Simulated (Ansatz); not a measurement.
# C2H2FGa: one species, many methods

The task here is to estimate one member of a computed series from the others.

Program: Ansatz 0.2.0, Gaussian basis. Level of theory: functionals in def2-TZVPP, the program's frozen cores in correlated methods. These are calculated values, not measurements.

The runs, in order: LDA (SPW92), PBE-D4, revPBE-D4, BLYP-D4, r2SCAN-D4, B97M-V, PBE0-D4, B3LYP-D4, r2SCANh-D4, r2SCAN0-D4, HSE06-D4, BHLYP-D4, CAM-B3LYP-D4, LC-ωPBE, ωB97X-V, ωB97M-V, B2PLYP, PBE-QIDH; CCSD(T)/def2-SVP; CCSD(T)/def2-TZVPP; MP2/def2-QZVPP; extrapolation to the limit; RPA on PBE.

## The relaxed structure

The geometry comes from an earlier relaxation with PBE0-D4 in a triple-zeta def2 set; it is a stationary point.

6 atoms, charge 0, spin multiplicity 1.

Atoms are counted from 1 here; the program's logs count them from 0.

Bond lengths: F1–Ga2 1.805 Å, C3–C4 1.199 Å, C3–H5 1.067 Å, C4–H6 1.065 Å. Angles: C4–C3–H5 177.6°, C3–C4–H6 179.3°.

The first run:

The input, in.yaml:

```yaml
crystal:
  periodic: [false, false, false]
  atoms:
    - {symbol: F, position_ang: [-0.223366, -2.323813, 0.540829]}
    - {symbol: Ga, position_ang: [-0.911584, -1.105785, 1.681981]}
    - {symbol: C, position_ang: [0.426569, 0.292098, -0.767250]}
    - {symbol: C, position_ang: [0.168744, 1.397279, -0.379676]}
    - {symbol: H, position_ang: [0.636120, -0.707654, -1.076099]}
    - {symbol: H, position_ang: [-0.054483, 2.383875, -0.045885]}
basis:
  gaussian: {orbitals: def2-TZVPP}
hamiltonian: {xc: lda}
output: {orbitals: {seedname: orbitals}}
```

On the command line:

```sh
$ ansatz run in.yaml --threads 2 --pin off --events-out ev --progress --plain --max-ram 4352MiB
```

Steps of the session up to this table: LDA; PBE-D4 (GGA); revPBE-D4 (GGA); BLYP-D4 (GGA); r2SCAN-D4 (meta-GGA); B97M-V (meta-GGA); B3LYP-D4 (hybrid); r2SCANh-D4 (hybrid); r2SCAN0-D4 (hybrid); HSE06-D4 (hybrid); BHLYP-D4 (hybrid); CAM-B3LYP-D4 (range-separated); LC-ωPBE (range-separated); ωB97X-V (range-separated); ωB97M-V (range-separated); B2PLYP (double hybrid); PBE-QIDH (double hybrid).

One table of the session follows, with a row left open; its other results are not shown here.

It belongs to the step «Orbital energies across the functionals». 

| functional | HOMO (eV) | gap (eV) |
| --- | --- | --- |
| LDA (SPW92) | -6.61 | 4.49 |
| PBE-D4 | -6.36 | 4.46 |
| revPBE-D4 | -6.27 | 4.46 |
| BLYP-D4 | -6.29 | 4.45 |
| r2SCAN-D4 | -6.63 | 4.86 |
| B97M-V | -6.45 | 4.63 |
| PBE0-D4 | -7.40 | 6.22 |
| B3LYP-D4 | -7.29 | 5.86 |
| r2SCANh-D4 | -7.02 | 5.52 |
| r2SCAN0-D4 | -7.59 | 6.48 |
| HSE06-D4 | -6.99 | 5.45 |
| BHLYP-D4 | -8.35 | 7.87 |
| CAM-B3LYP-D4 | ? | ? |
| LC-ωPBE | -9.94 | 10.75 |
| ωB97X-V | -9.61 | 10.31 |
| ωB97M-V | -9.58 | 10.12 |

**Question.** Estimate the row for CAM-B3LYP-D4.

**Answer.** HOMO (eV): -8.76; gap (eV): 8.47. In the column «HOMO (eV)» it lies between ωB97M-V (-9.58) and BHLYP-D4 (-8.35).
